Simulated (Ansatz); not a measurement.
Consider a convergence test of the k-point mesh of Li3Pb, space group Fm-3m (the Ansatz DFT code, driven from Python).

Script `li3pb.py`:
```python
import csv
import warnings

import ansatz

warnings.simplefilter("ignore", ansatz.DeckWarning)

lattice = ansatz.Lattice.of(
    (0.0, 3.3435, 3.3435),
    (3.3435, 0.0, 3.3435),
    (3.3435, 3.3435, 0.0),
)
sites = [
    ("Li", (0.5, 0.5, 0.5)),
    ("Li", (0.25, 0.25, 0.25)),
    ("Li", (0.75, 0.75, 0.75)),
    ("Pb", (0.0, 0.0, 0.0)),
]
structure = ansatz.Crystal(lattice=lattice)
for symbol, position in sites:
    structure = structure.atom(symbol, position)

job = (
    structure.calculation()
    .occupations("Fermi-Dirac", width=0.3)
    .eigensolver("davidson", mixed_precision=False)
    .initial_density(normalization="cell")
    .scf(max_iterations=150)
    .basis(380, density_ratio=8)
    .functional("pbesol")
    .forces()
    .stress()
)

rows = []
for value in [(2, 2, 2), (3, 3, 3), (4, 4, 4), (5, 5, 5), (6, 6, 6), (7, 7, 7)]:
    summary = job.kpoints(*value).run(threads=1).report
    rows.append((value, summary["free_energy_ev"] / len(summary["lattice"]["sites"]), summary["n_iterations"], sum(summary["stress_gpa"][i][i] for i in range(3)) / 3, max(abs(f) for row in summary["forces_ev_ang"] for f in row), summary["n_kpoints"]))

with open("kconv.csv", "w", newline="") as handle:
    writer = csv.writer(handle)
    writer.writerow(["mesh", "F/atom (eV)", "iterations", "P (GPa)", "max force (eV/A)", "k-points"])
    writer.writerows([round(v, 5) if isinstance(v, float) else v for v in row] for row in rows)

for row in rows[:-1]:
    shift = 1000 * (row[1] - rows[-1][1])
    print(f"{row[0]}: {shift:+.2f} meV/atom" + ("  (within 5 meV)" if abs(shift) < 5 else ""))
```

From which mesh on is the energy per atom within 5 meV of the last row, and how does it get there?

From 6×6×6 on it stays within 5 meV an atom of the value at 7×7×7; the first row (2×2×2) is off by 280.4 meV and the last but one by 1.23 meV. This holds for F at a smearing of 0.3 eV; a narrower one needs a denser mesh. It goes up and down, since the sum over k-points isn't variational. The pressure moves from 0.79 to -0.45 GPa.

The run itself:

`python li3pb.py` gives:
```text
(2, 2, 2): +280.38 meV/atom
(3, 3, 3): +15.53 meV/atom
(4, 4, 4): -9.13 meV/atom
(5, 5, 5): -5.56 meV/atom
(6, 6, 6): -1.23 meV/atom  (within 5 meV)
```

`kconv.csv`, as written:
```csv
mesh,F/atom (eV),iterations,P (GPa),max force (eV/A),k-points
"(2, 2, 2)",-3091.09439,9,0.7898,0.0,3
"(3, 3, 3)",-3091.35924,9,-0.96863,0.0,4
"(4, 4, 4)",-3091.3839,8,-0.72658,0.0,8
"(5, 5, 5)",-3091.38033,8,-0.5212,0.0,10
"(6, 6, 6)",-3091.37601,8,-0.44641,0.0,16
"(7, 7, 7)",-3091.37478,8,-0.4509,0.0,20
```

The cutoff lies under the one recommended for these potentials. Under the recommended cutoff a pressure can be off by several GPa, even in sign. A Fermi-Dirac width this large means warm electrons, whose thermal share enters the free energy. Forces vanish by symmetry here and test nothing. Pressure is positive in compression. Spin-orbit coupling, which matters for elements this heavy, is left out. The structure is a deposited one; some such entries were measured under pressure or heat, so a shift against it needn't be the functional's error alone. Shifts are counted from the finest mesh, which is itself no proven limit. The script silences the warnings on its input, which a real study should read.

(Lines on the test bed's own set-up are left out of the output.)
